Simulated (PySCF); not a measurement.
# RuO3: relaxation and vibrations of the triplet

The task is one start of a wider search on RuO3: the triplet, from a T-shaped start. It is relaxed, tested by its Hessian and followed downhill if it is a saddle.

Program: PySCF 2.14.0. Level of theory: PBE0, basis Ru def2-TZVP with ECP28, O def2-TZVP, scalar-relativistic core potentials, no spin–orbit coupling, density fitting. These are calculated values, not measurements.

## (1) The starting structure

4 atoms, charge 0, spin multiplicity 3.

Bond lengths: Ru1–O2 1.710 Å, Ru1–O3 1.710 Å, Ru1–O4 1.710 Å. Angles: O2–Ru1–O3 88.0°, O2–Ru1–O4 88.0°, O3–Ru1–O4 176.0°.

```xyz
4
charge 0 multiplicity 3
Ru    0.0000    0.0000    0.0000
O     0.0000    0.0000    1.7100
O     1.7090    0.0000    0.0597
O    -1.7090    0.0000    0.0597
```

## (2) First SCF at the start

The steps below are one call of a driver around PySCF. For each, scf.py gives the equivalent set-up of the SCF; relaxations use the driver's own optimiser. After this first run the driver tries any further starts and a stability analysis.

Contents of scf.py:

```python
from pyscf import gto, scf, dft
mol = gto.M(atom='''
Ru     0.000000     0.000000     0.000000
O      0.000000     0.000000     1.710000
O      1.709000     0.000000     0.059700
O     -1.709000     0.000000     0.059700''',
    basis={'Ru': 'def2-TZVP', 'O': 'def2-TZVP'},
    ecp={'Ru': 'def2-TZVP'},
    charge=0, spin=2)
mf = dft.UKS(mol, xc='PBE0')
mf.grids.atom_grid = (50, 194)
aux = {'Ru': 'def2-universal-JKFIT', 'O': 'def2-universal-JKFIT'}
mf = mf.density_fit(auxbasis=aux)
mf.conv_tol = 1e-08
mf.diis_space = 10
mf.max_cycle = 60
mf.init_guess = 'minao'
mf.verbose = 4
mf.kernel()
```

The run is started by

```sh
$ OMP_NUM_THREADS=4 python axn.py task.json out
```

After this run come: Relaxing the triplet from the T-shaped start; Vibrations and properties at this point; Following the imaginary mode; Is it a minimum? Harmonic modes.

Q: Predict the outcome of this session. Wanted: minimum; geometry; wavenumbers; dipole moment; highest occupied, lowest empty level; polar-tensor charge of Ru1; zero-point energy; atomisation energy; ⟨S²⟩.

**Answer**, as computed:

| quantity | value |
| --- | --- |
| minimum | triplet, C2v |
| geometry | Ru–O 1.673 Å, Ru–O 1.695 Å (×2); O–Ru–O 111.0°, O–Ru–O 124.5° (×2) |
| wavenumbers (cm⁻¹) | 100 (b1), 181 (b2), 324 (a1), 801 (b2), 924 (a1), 944 (a1) |
| dipole moment | 0.72 D |
| highest occupied, lowest empty level (either spin) | -8.34, -5.50 eV |
| polar-tensor charge of Ru1 | +1.59 e |
| zero-point energy | 19.6 kJ/mol |
| entropy at 298.15 K | 310.2 J/(mol K) |
| atomisation energy (no zero-point energy) | 1305 kJ/mol |
| ⟨S²⟩ | 2.179 |

**Reading.** The T-shaped start (C2v) ends in a minimum of C2v symmetry, after a stop at a second-order saddle point 3.8 kJ/mol higher, from which it was pushed off along an imaginary mode. In the infrared the band at 801 cm⁻¹ (b2, stretch) leads. Most of the spin sits on Ru1 (Mulliken spin 1.31, against 2 for the whole molecule). Only this shape and spin were tried, so other structures or states may lie lower. One determinant may miss the lowest occupation of an open d or f shell.
